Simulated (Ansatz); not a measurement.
La, space group Im-3m: relaxations under a series of pressures, run with the Python package of Ansatz (0.2.0).

`la.py`:
```python
# -*- coding: utf-8 -*-
import ansatz as az
import numpy as np

XC = "r2scan"
CUTOFF_EV = 650
OCCUPATIONS = "fermi_dirac"
SIGMA = 0.1

def edges_and_angles(cell):
    cell = np.asarray(cell)
    a, b, c = np.linalg.norm(cell, axis=1)
    cosines = cell[1] @ cell[2] / (b * c), cell[0] @ cell[2] / (a * c), cell[0] @ cell[1] / (a * b)
    return (a, b, c, *np.degrees(np.arccos(cosines)))


def main():
    system = (
        az.Lattice.of((-2.12383107, 2.12383107, 2.12383107), (2.12383107, -2.12383107, 2.12383107), (2.12383107, 2.12383107, -2.12383107))
        .atom("La", (0.0, 0.0, 0.0))
    )

    job = (
        system.calculation()
        .functional(XC)
        .kpoints(11)
        .basis(CUTOFF_EV)
        .occupations(OCCUPATIONS, width=SIGMA)
        .pseudopotentials("paw")
    )

    rows = []
    for pressure in [0, 10, 20, 30, 40]:
        res = job.relax(cell=True, pressure=pressure, force_tolerance=0.03, max_steps=30).run(threads=1, backend="cpu")
        cell = res.lattice.cell_ang
        n_atoms = len(res.lattice.sites)
        volume = abs(np.linalg.det(cell)) / n_atoms
        enthalpy = res.report["free_energy_ev"] / n_atoms + pressure * volume / 160.21766
        rows.append((pressure, volume, enthalpy, *edges_and_angles(cell)))
        print(f"{pressure} GPa done: {volume:.4f} A^3/atom")

    print(" P (GPa)  V (A^3/atom)  H (eV/atom)     a       b       c")
    for row in rows:
        print("{:8.1f} {:12.4f} {:14.5f} {:7.4f} {:7.4f} {:7.4f}".format(*row[:6]))
    p, v = np.array([row[0] for row in rows], float), np.array([row[1] for row in rows])
    print("mean bulk modulus between rows (GPa):", np.round(-np.diff(p) / np.diff(np.log(v)), 1))


if __name__ == "__main__":
    main()
```

How far does the cell shrink over this series of pressures, and what bulk modulus does the first step imply?

The volume falls from 38.40 Å³ an atom at 0 GPa to 20.45 at 40 GPa, by 46.7 %. Between 0 and 10 GPa, -V dP/dV is about 34 GPa, a mean over that step.

The run itself:

```console
$ python la.py
0 GPa done: 38.4035 A^3/atom
10 GPa done: 28.5483 A^3/atom
20 GPa done: 24.1773 A^3/atom
30 GPa done: 21.8681 A^3/atom
40 GPa done: 20.4545 A^3/atom
 P (GPa)  V (A^3/atom)  H (eV/atom)     a       b       c
     0.0      38.4035    -6264.60223  3.6813  3.6813  3.6813
    10.0      28.5483    -6262.55039  3.3348  3.3348  3.3348
    20.0      24.1773    -6260.92591  3.1551  3.1551  3.1551
    30.0      21.8681    -6259.49310  3.0513  3.0513  3.0513
    40.0      20.4545    -6258.17545  2.9840  2.9840  2.9840
mean bulk modulus between rows (GPa): [ 33.7  60.2  99.6 149.6]
```

Notes:
- Total energies depend on the potentials; only differences at equal settings carry meaning.
- At a fixed pressure a relaxation lowers the enthalpy F + PV, while F alone can rise.
- The structure is layered, and without a dispersion term the spacing of the layers is poorly determined.
- This isn't the structure that La takes at ambient conditions.
- Symmetry holds the cell in this phase, whether or not it is the stable one at each pressure.
- It ran for 110 s on 1 thread of Arm Neoverse V2 (shared host), peak memory 0.54 GiB.
